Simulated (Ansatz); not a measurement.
# Cs2NaMnSi6: a single point and what it writes

One self-consistent run on Cs2NaMnSi6 (a known structure type filled with other elements, at an estimated volume), nothing relaxed, to see whether it is a metal or has a gap, how the charge is shared and how far the cell is from equilibrium.

Method: DFT, PBEsol, no spin polarisation, plane waves, PAW, in Ansatz 0.2.0.

## 1. The cell

Symmetry: Fm-3m, No. 225, cubic system. The conventional cell has a = 9.246 Å, b = 9.246 Å, c = 9.246 Å, α = 90.00°, β = 90.00°, γ = 90.00°. Si (site symmetry 4mm) has 1 Mn at 1.99 Å and 1 Na at 2.64 Å as nearest neighbours. Na (site symmetry m-3m) is surrounded by 6 Si at 2.64 Å. Mn (site symmetry m-3m) has 6 Si at 1.99 Å as nearest neighbours. Cs (site symmetry -43m) has 12 Si at 3.28 Å as nearest neighbours.

The coordinates stand in the input below.

The run starts from a saved solution of this cell (checkpoint.read), perhaps found on another mesh.

## 2. The calculation

The input, input.yaml:

```yaml
crystal:
  lattice:
    - [0.0, 4.622845, 4.622845]
    - [4.622845, 0.0, 4.622845]
    - [4.622845, 4.622845, 0.0]
  atoms:
    - { symbol: Si, position: [0.785, 0.215, 0.215] }
    - { symbol: Si, position: [0.215, 0.785, 0.215] }
    - { symbol: Si, position: [0.215, 0.785, 0.785] }
    - { symbol: Si, position: [0.785, 0.215, 0.785] }
    - { symbol: Si, position: [0.215, 0.215, 0.785] }
    - { symbol: Si, position: [0.785, 0.785, 0.215] }
    - { symbol: Na, position: [0.5, 0.5, 0.5] }
    - { symbol: Mn, position: [0.0, 0.0, 0.0] }
    - { symbol: Cs, position: [0.25, 0.25, 0.25] }
    - { symbol: Cs, position: [0.75, 0.75, 0.75] }
  symmetry: { tolerance: 0.0003 }
kpoints:
  mp_grid: { grid: [6, 6, 6], shift: [0, 0, 0] }
  band_path:
    path:
      - [0.0, 0.0, 0.0]
      - [0.5, 0.0, 0.5]
      - [0.625, 0.25, 0.625]
      - [0.375, 0.375, 0.75]
      - [0.0, 0.0, 0.0]
      - [0.5, 0.5, 0.5]
      - [0.5, 0.25, 0.75]
      - [0.5, 0.0, 0.5]
    npoints: 8
magnetization:
  spin_polarized: false
scf:
  occupations: { method: fermi_dirac }
  lower_state_search: "off"
  max_iter: 200
hamiltonian:
  pseudopotentials: { kind: paw }
  xc: pbesol
basis:
  ecutwfc: 420
  fft_grid_basis: typed
output:
  forces: true
  stress: true
  eigenvalues: true
  bader: true
  populations: true
  elf: true
  write_potential: true
  volumetric_format: npy
  dos:
    e_range: [-12, 8]
    de: 0.05
    projected: { site_lists: { Cs: [Cs], Mn: [Mn], Na: [Na], Si: [Si] } }
checkpoint:
  read: saved_state
```

**Question.** What will these runs give? Wanted: largest force; pressure; character; Bader charges.

As calculated:

| quantity | value |
| --- | --- |
| largest force | 3.469 eV/Å on Si |
| pressure | 20.6 GPa |
| formation energy (elements from separate runs) | 0.89 eV/atom |
| character | metal |
| density of states, mean within 0.25 eV of the Fermi level | 3.7 per eV per cell |
| Bader charges | Si +0.37, Na +0.73, Mn -3.76, Cs +0.41 e |

What this shows: It is a metal; within 0.25 eV of the Fermi level the density of states averages 3.7 per eV per cell, mostly Si p (64 %) and Mn d (18 %). Forces reach 3.5 eV/Å, so the geometry is far from rest and the levels are not those of the relaxed cell. Against the elements' reference phases (Si diamond, Na bcc, alpha-Mn (A12), Cs bcc; separate runs with the same functional) the formation energy is 0.89 eV per atom, so at this geometry and without moments it is not bound against them. By Bader's partition Na gives up most (+0.73 e) and Mn takes most (-3.76 e). Si feels the largest force, 3.47 eV/Å, so the positions are not relaxed.

Limits of this run: no spin polarisation, so a magnetic state may lie lower.
